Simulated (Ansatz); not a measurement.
The system is SiNi2.

```
CELL_PARAMETERS angstrom
4.99000 0.00000 0.00000
0.00000 3.72000 0.00000
0.00000 0.00000 7.03000
ATOMIC_POSITIONS crystal
Ni 0.32500 0.75000 0.93700
Ni 0.67500 0.25000 0.06300
Ni 0.17500 0.25000 0.43700
Ni 0.82500 0.75000 0.56300
Ni 0.45800 0.75000 0.29700
Ni 0.54200 0.25000 0.70300
Ni 0.04200 0.25000 0.79700
Ni 0.95800 0.75000 0.20300
Si 0.78600 0.75000 0.88600
Si 0.21400 0.25000 0.11400
Si 0.71400 0.25000 0.38600
Si 0.28600 0.75000 0.61400
```

Base run:

```yaml
Program: Ansatz 0.2.0
Functional: PBE
Potentials_or_basis: Ansatz PAW
Cutoff: "420 eV (not typed: the program's choice for these potentials)"
k_mesh: 6 × 7 × 4
Occupations: gaussian, width 0.014 eV
Spin: collinear spin, ferromagnetic start
Starting_moments: "[1.0, 1.0, 1.0, 1.0, 1.0, 1.0, 1.0, 1.0, 0.0, 0.0, 0.0, 0.0] μB"
```

Its results: band gap on the k mesh none (metal or under the smearing width); pressure 3.4 GPa; net moment 0.12 μB per cell; largest force 0.355 eV/Å.

**Question.** The run is repeated on the same cell with these changes: functional from PBE to LDA; occupations from gaussian, width 0.014 eV to fermi-dirac, width 0.05 eV. What comes out?

**Answer.** Band gap on the k mesh none (metal or under the smearing width); pressure -10.6 GPa; net moment 0.00 μB per cell; largest force 0.348 eV/Å.

Caveats: the starting moments weren't kept; the PAW data sets come from PBE, with cores solved anew for the run's functional, which leaves a small shift of forces and pressure (some runs).
